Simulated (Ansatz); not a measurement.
A first try at a geometry optimisation of C₂H₇NSSi, SMILES C1NCS[SiH2]1, using Ansatz's Python interface.

`opt.py`
```python
import itertools
import logging
import sys

import ansatz as az
from ase.data import atomic_numbers, covalent_radii
import numpy as np

logging.basicConfig(stream=sys.stdout, format="[%(levelname)s] %(message)s")
logger = logging.getLogger("calc")
logger.setLevel(logging.INFO)

geometry_ang = [
    ("C", (-1.0023, 0.1805, 0.316)),
    ("N", (0.0971, 0.2034, 1.2371)),
    ("C", (1.3066, 0.5277, 0.5052)),
    ("S", (1.6115, -0.5691, -0.9143)),
    ("Si", (-0.5732, -0.6879, -1.2873)),
    ("H", (-1.9208, -0.2186, 0.7819)),
    ("H", (-1.2819, 1.2681, 0.0817)),
    ("H", (0.2508, -0.72, 1.6071)),
    ("H", (2.2016, 0.4219, 1.2293)),
    ("H", (1.3314, 1.5709, 0.2071)),
    ("H", (-0.9532, 0.0609, -2.4816)),
    ("H", (-0.9906, -2.0931, -1.2482)),
]
system = az.Crystal.molecule()
for symbol, xyz in geometry_ang:
    system = system.atom(symbol, xyz)

setup = (
    system.calculation()
    .basis(gaussian="6-31G*")
    .functional("hf")
)
symbols = [site.symbol for site in system.cartesian_sites]
start = np.array([site.position_ang for site in system.cartesian_sites], dtype=float)
def progress(event):
    if event["event"] == "relax_step":
        row = event["data"]
        logger.info(f"step {row['step']:3d}  E = {row['lagrangian_ev']:.6f} eV  largest force component {row['allowed_force_max_ev_ang']:.4f} eV/A")


summary = setup.relax(force_tolerance=0.01, max_steps=30).session().execute(on_event=progress).report
end = np.array(summary["positions_ang"])

logger.info("reference energy %16.6f eV" % summary["reference_energy_ev"])
logger.info("total energy     %16.6f eV" % summary["free_energy_ev"])
print("occupied orbitals outside the frozen core (up, down):", summary["n_occupied"], " frozen:", summary["n_frozen"], " virtual:", summary["n_virtual"])

radius = [covalent_radii[atomic_numbers[s]] for s in symbols]
span = lambda where, i, j: np.linalg.norm(where[i] - where[j])
bonded = [(i, j) for i, j in itertools.combinations(range(len(symbols)), 2) if min(span(start, i, j), span(end, i, j)) < 1.2 * (radius[i] + radius[j])]
logger.info("pair        before    after (A)")
for i, j in bonded:
    print(f"{symbols[i]}{i}-{symbols[j]}{j}".ljust(10), f"{span(start, i, j):8.4f} {span(end, i, j):8.4f}")
for first, second in list(itertools.combinations(bonded, 2)):
    shared = set(first) & set(second)
    if shared and symbols[(j := shared.pop())] != "H":
        i, k = sorted((set(first) | set(second)) - {j})
        u, v = end[i] - end[j], end[k] - end[j]
        angle = np.degrees(np.arccos(np.clip(u @ v / np.linalg.norm(u) / np.linalg.norm(v), -1, 1)))
        logger.info(f"final angle {symbols[i]}{i}-{symbols[j]}{j}-{symbols[k]}{k}: {angle:.2f} deg")

charges = summary["charge_distribution"]
dipole = np.array(charges["dipole_moment_e_ang"]) * 4.803205
logger.info("dipole (D): {:.3f} {:.3f} {:.3f}, length {:.3f}".format(*dipole, np.linalg.norm(dipole)))
logger.info("atom  Mulliken   Lowdin")
for symbol, m, l in zip(symbols, charges["mulliken_charges_e"], charges["lowdin_charges_e"]):
    logger.info(f"{symbol:4s} {m:9.3f} {l:8.3f}")
with open("c2h7nssi_opt.xyz", "w") as handle:
    handle.write(f"{len(symbols)}\nrelaxed C2H7NSSi\n")
    handle.writelines(f"{s:2s} {x:11.6f} {y:11.6f} {z:11.6f}\n" for s, (x, y, z) in zip(symbols, end))
```

```console
$ python opt.py
Traceback (most recent call last):
  File "opt.py", line 44, in <module>
    summary = setup.relax(force_tolerance=0.01, max_steps=30).session().execute(on_event=progress).report
              ^^^^^^^^^^^^^^^^^^^^^^^^^^^^^^^^^^^^^^^^^^^^^^^^^^^^^^^^^^^^^^^^^
AttributeError: 'ansatz.Session' object has no attribute 'execute'
$ echo $?
1
```

Why does it end like this?

The fault: a session has to be planned before it's executed. The cap on steps that the faulty run carried goes too. Mended:

```diff
--- before
+++ after
@@ -43,3 +43,3 @@
 
-summary = setup.relax(force_tolerance=0.01, max_steps=30).session().execute(on_event=progress).report
+summary = setup.relax(force_tolerance=0.01).session().plan().execute(on_event=progress).report
 end = np.array(summary["positions_ang"])
```

The mended script runs so:

Output of `python opt.py`:
```text
[INFO] step   1  E = -22331.911518 eV  largest force component 2.5916 eV/A
[INFO] step   2  E = -22332.233213 eV  largest force component 0.8576 eV/A
[INFO] step   3  E = -22332.273046 eV  largest force component 0.3398 eV/A
[INFO] step   4  E = -22332.281623 eV  largest force component 0.2609 eV/A
[INFO] step   5  E = -22332.282410 eV  largest force component 0.0978 eV/A
[INFO] step   6  E = -22332.283485 eV  largest force component 0.0342 eV/A
[INFO] step   7  E = -22332.283578 eV  largest force component 0.0118 eV/A
[INFO] step   8  E = -22332.283589 eV  largest force component 0.0046 eV/A
[INFO] reference energy    -22332.283589 eV
[INFO] total energy        -22332.283589 eV
occupied orbitals outside the frozen core (up, down): [28, 28]  frozen: 0  virtual: [69, 69]
[INFO] pair        before    after (A)
C0-N1        1.4344   1.4630
C0-Si4       1.8732   1.9208
C0-H5        1.1045   1.0835
C0-H6        1.1471   1.0864
N1-C2        1.4504   1.4302
N1-H7        1.0066   1.0008
C2-S3        1.8196   1.8773
C2-H8        1.1561   1.0787
C2-H9        1.0852   1.0799
S3-Si4       2.2195   2.1382
Si4-H10      1.4599   1.4746
Si4-H11      1.4664   1.4748
[INFO] final angle N1-C0-Si4: 108.60 deg
[INFO] final angle N1-C0-H5: 109.34 deg
[INFO] final angle N1-C0-H6: 108.67 deg
[INFO] final angle C0-N1-C2: 111.97 deg
[INFO] final angle C0-N1-H7: 110.09 deg
[INFO] final angle Si4-C0-H5: 113.64 deg
[INFO] final angle Si4-C0-H6: 109.80 deg
[INFO] final angle C0-Si4-S3: 96.06 deg
[INFO] final angle C0-Si4-H10: 112.92 deg
[INFO] final angle C0-Si4-H11: 113.86 deg
[INFO] final angle H5-C0-H6: 106.69 deg
[INFO] final angle C2-N1-H7: 109.80 deg
[INFO] final angle N1-C2-S3: 112.74 deg
[INFO] final angle N1-C2-H8: 110.73 deg
[INFO] final angle N1-C2-H9: 109.84 deg
[INFO] final angle S3-C2-H8: 106.99 deg
[INFO] final angle S3-C2-H9: 107.41 deg
[INFO] final angle C2-S3-Si4: 91.51 deg
[INFO] final angle H8-C2-H9: 108.99 deg
[INFO] final angle S3-Si4-H10: 113.93 deg
[INFO] final angle S3-Si4-H11: 111.80 deg
[INFO] final angle H10-Si4-H11: 108.07 deg
[INFO] dipole (D): -1.711 0.113 0.939, length 1.955
[INFO] atom  Mulliken   Lowdin
[INFO] C       -0.417   -0.316
[INFO] N       -0.656   -0.300
[INFO] C       -0.282   -0.273
[INFO] S       -0.262   -0.005
[INFO] Si       0.717    0.301
[INFO] H        0.193    0.141
[INFO] H        0.195    0.141
[INFO] H        0.356    0.243
[INFO] H        0.214    0.134
[INFO] H        0.208    0.132
[INFO] H       -0.133   -0.099
[INFO] H       -0.133   -0.098
```

File `c2h7nssi_opt.xyz` afterwards:
```text
12
relaxed C2H7NSSi
C    -1.029048    0.221277    0.323699
N     0.116621    0.235743    1.233505
C     1.339012    0.525261    0.549870
S     1.590693   -0.545340   -0.971609
Si   -0.518885   -0.688477   -1.289249
H    -1.879332   -0.226131    0.824471
H    -1.305207    1.247029    0.096000
H     0.192147   -0.643660    1.705340
H     2.186590    0.358788    1.196081
H     1.342035    1.555046    0.224563
H    -0.988133   -0.003464   -2.507861
H    -0.969495   -2.091373   -1.350810
```

What to keep in mind:
- Total energies depend on the basis set; only differences at equal settings carry meaning.
- The end point is the stationary point reached from this start; no frequency run checks that it is a minimum, and the basis set is modest.
- The Löwdin charges here are taken after orthogonalising the functions within each atom; they differ from plain Löwdin charges, and their signs can be unphysical.
- Wall time of the script: 29 s on 1 thread of Arm Neoverse V1, with other jobs on the host, peak memory 0.28 GiB.
